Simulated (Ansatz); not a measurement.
**LaFeSi (P4/nmm): equation of state**

One table from this session's results is given with a row withheld; the runs are named, their logs left out.

Method: DFT LDA, scalar-relativistic, plane waves, PAW, in Ansatz 0.2.0.

## The system as given

The structure is tetragonal, space group P4/nmm (No. 129). The conventional cell has a = 4.011 Å, b = 4.011 Å, c = 6.943 Å, α = 90.00°, β = 90.00°, γ = 90.00°. La (site symmetry 4mm) is surrounded by 4 Fe at 2.96 Å and 5 Si at 3.04 to 3.27 Å. Fe (site symmetry -4m2) is surrounded by 4 Si at 2.28 Å. Si (site symmetry 4mm) has 4 Fe at 2.28 Å and 5 La at 3.04 to 3.27 Å as nearest neighbours.

Coordinates:

```
CELL_PARAMETERS angstrom
4.01097 0.00000 0.00000
0.00000 4.01097 0.00000
0.00000 0.00000 6.94340
ATOMIC_POSITIONS crystal
La 0.50000 0.00000 0.68567
La 0.00000 0.50000 0.31433
Fe 0.00000 0.00000 0.00000
Fe 0.50000 0.50000 0.00000
Si 0.50000 0.00000 0.15665
Si 0.00000 0.50000 0.84335
```

An earlier run at LDA left this cell at 18.617 Å³/atom and -0.01 GPa (10×10×6 mesh).

Volume factors to run: 0.980, 1.020, 0.960, 1.040.

The first run:

File input.yaml:

```yaml
crystal:
  lattice:
    - [3.9840460486, 0.0, 0.0]
    - [0.0, 3.9840460486, 0.0]
    - [0.0, 0.0, 6.8967981163]
  atoms:
    - { symbol: La, position: [0.5, 0.0, 0.685667369] }
    - { symbol: La, position: [0.0, 0.5, 0.314332631] }
    - { symbol: Fe, position: [0.0, 0.0, 0.0] }
    - { symbol: Fe, position: [0.5, 0.5, 0.0] }
    - { symbol: Si, position: [0.5, 0.0, 0.1566519935] }
    - { symbol: Si, position: [0.0, 0.5, 0.8433480065] }
basis:
  ecutwfc: 420
  ecutrho_ratio: 4
kpoints:
  mp_grid: { grid: [10, 10, 6] }
hamiltonian:
  xc: lda
scf:
  occupations: { method: gaussian, width: 0.05 }
output:
  forces: true
  stress: true
  eigenvalues: true
relax:
  f_tol: 0.01
  max_steps: 40
  cell: { stress_tol: 0.1, fix: [volume] }
```

On the command line:

```
> ansatz run input.yaml --threads 4 --pin off --max-ram 10240MiB --backend cpu --events-out ev --progress --plain --runs-dir out
```

Steps of the session up to this table: Volume × 0.980; Scaling the volume by 1.020; At 0.960 of the relaxed volume; At 1.040 of the relaxed volume.

One of the session's tables, all rows but one given; the rest of the session is left out.

It belongs to the step «The fit». 

```
volume (Å³/atom)  energy (meV/atom)  pressure (GPa)
          17.873               6.42            3.09
          18.245                  ?               ?
          18.617               0.00           -0.01
          18.990               1.35           -1.12
          19.362               4.95           -2.04
```

Q: Estimate the row for volume (Å³/atom) = 18.245 from the others.

Worked estimate for «energy (meV/atom)». A straight line through the neighbours (17.873, 6.42) and (18.617, 0.00) gives 6.42 + (0.00 − 6.42) × (18.245 − 17.873) / (18.617 − 17.873) = 3.21; a parabola fitted to 3 rows on both sides gives 1.69.

As computed: energy (meV/atom): 1.39; pressure (GPa): 1.37. In «energy (meV/atom)» the line misses by +1.82 and the parabola by +0.30.
